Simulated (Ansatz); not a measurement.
# GeH5 (doublet): the correlation ladder at distance Ge1–H5 along a hydrogen transfer = 1.817 Å, cc-pVDZ

How much of the correlation energy of GeH5 (doublet) does each wave-function method recover here?

The runs use Ansatz 0.2.0, Gaussian basis; cc-pVDZ, core rule «outside noble gas», up to 14 orbitals frozen.

The runs, in order: UHF; CCSD(T) on ROHF; CCSD(T) on UHF; BCCD(T) on ROHF; CISD; CCSDT(Q) on ROHF; CCSDT(Q) on UHF; CASSCF and MRCISD+Q, 3 electrons in 3 orbitals; CASSCF and NEVPT2, 3 electrons in 3 orbitals; CASSCF and MRCISD+Q, 9 electrons in 9 orbitals; CASSCF and MRCISD+Q(relaxed), 9 electrons in 9 orbitals; CASSCF and NEVPT2, 9 electrons in 9 orbitals.

10 further runs of the same task are left out: 2 for a mislabelled method, 5 that didn't finish, 3 set aside as unsound or not needed.

## 1. The geometry

The geometry derives from fragments relaxed apart (PBE0/def2-TZVP) and kept rigid, so it is no stationary point. A hydrogen atom is moved between rigid fragments. No spin-orbit coupling is included. The filled d shell of Ge may be among the frozen orbitals whatever the setting's name suggests; the logs give the count.

6 atoms, charge 0, spin multiplicity 2.

Atoms are counted from 1 here; the program's logs count them from 0.

Bond lengths: Ge1–H2 1.534 Å, Ge1–H3 1.534 Å, Ge1–H4 1.534 Å, Ge1–H5 1.817 Å. Angles: H2–Ge1–H3 109.5°, H2–Ge1–H4 109.5°, H2–Ge1–H5 109.5°, H3–Ge1–H4 109.5°, H3–Ge1–H5 109.5°, H4–Ge1–H5 109.5°.

## 2. UHF

The input, in.yaml:

```yaml
crystal:
  periodic: [false, false, false]
  atoms:
    - {symbol: Ge, position_ang: [-0.041790, 0.000000, 0.000000]}
    - {symbol: H, position_ang: [-0.553240, 1.446599, 0.000000]}
    - {symbol: H, position_ang: [-0.553240, -0.723300, 1.252791]}
    - {symbol: H, position_ang: [-0.553240, -0.723299, -1.252792]}
    - {symbol: H, position_ang: [1.775210, 0.000000, 0.000000]}
    - {symbol: H, position_ang: [2.896210, 0.000000, 0.000000]}
basis:
  gaussian: {orbitals: cc-pVDZ}
magnetization: {spin_polarized: true, initial_magnetization: 1}
hamiltonian: {xc: hf}
output: {orbitals: {seedname: orbitals}}
```

Launch:

```
ansatz run in.yaml --threads 1 --pin off --events-out ev --progress --plain --max-ram 2393MiB
```

The runs that follow: CCSD(T) on ROHF; CCSD(T) on UHF; BCCD(T) on ROHF; CISD; CCSDT(Q) on ROHF; CCSDT(Q) on UHF; CASSCF and MRCISD+Q, 3 electrons in 3 orbitals; CASSCF and NEVPT2, 3 electrons in 3 orbitals; CASSCF and MRCISD+Q, 9 electrons in 9 orbitals; CASSCF and MRCISD+Q(relaxed), 9 electrons in 9 orbitals; CASSCF and NEVPT2, 9 electrons in 9 orbitals.

**Question.** What will the summary of the whole plan be? Wanted: UCCSDT(Q) below the RHF energy; RMP2 from UCCSDT(Q); UMP2 from UCCSDT(Q); RCCSD from UCCSDT(Q); RCCSD(T) from UCCSDT(Q); UCCSD(T) from UCCSDT(Q); RCCSDT(Q) from UCCSDT(Q); NEVPT2 pair from UCCSDT(Q); NEVPT2 valence from UCCSDT(Q).

**Answer**, as computed:

| quantity | value |
| --- | --- |
| UCCSDT(Q) below the RHF energy | -4.5841 eV |
| RMP2 from UCCSDT(Q) | +1063.2 meV |
| UMP2 from UCCSDT(Q) | +1065.5 meV |
| RCCSD from UCCSDT(Q) | +109.9 meV |
| RCCSD(T) from UCCSDT(Q) | +24.6 meV |
| UCCSD(T) from UCCSDT(Q) | +23.8 meV |
| RCCSDT(Q) from UCCSDT(Q) | +1.5 meV |
| NEVPT2 pair from UCCSDT(Q) | +927.2 meV |
| NEVPT2 valence from UCCSDT(Q) | +766.7 meV |
| MRCISD+Q valence from UCCSDT(Q) | +13.5 meV |
| levels within 1 kcal/mol (43 meV) | RCCSD(T), UCCSD(T), BCCD(T), RCCSDT, UCCSDT, RCCSDT(Q), MRCISD+Q valence, MRCISD+Q(relaxed) valence |
| T1 diagnostic | 0.030 |
| effectively unpaired electrons | 1.03 |

What this shows: RCCSD(T) misses by +24.6 meV, 0.5 % of the correlation energy. One determinant dominates. Of the multireference levels listed MRCISD+Q valence comes nearest in total energy (+13.5 meV), which doesn't show that its space is the better one. These misses are within one basis, not against nature; the frozen cores of restricted and unrestricted runs differ, which can shift their rows.
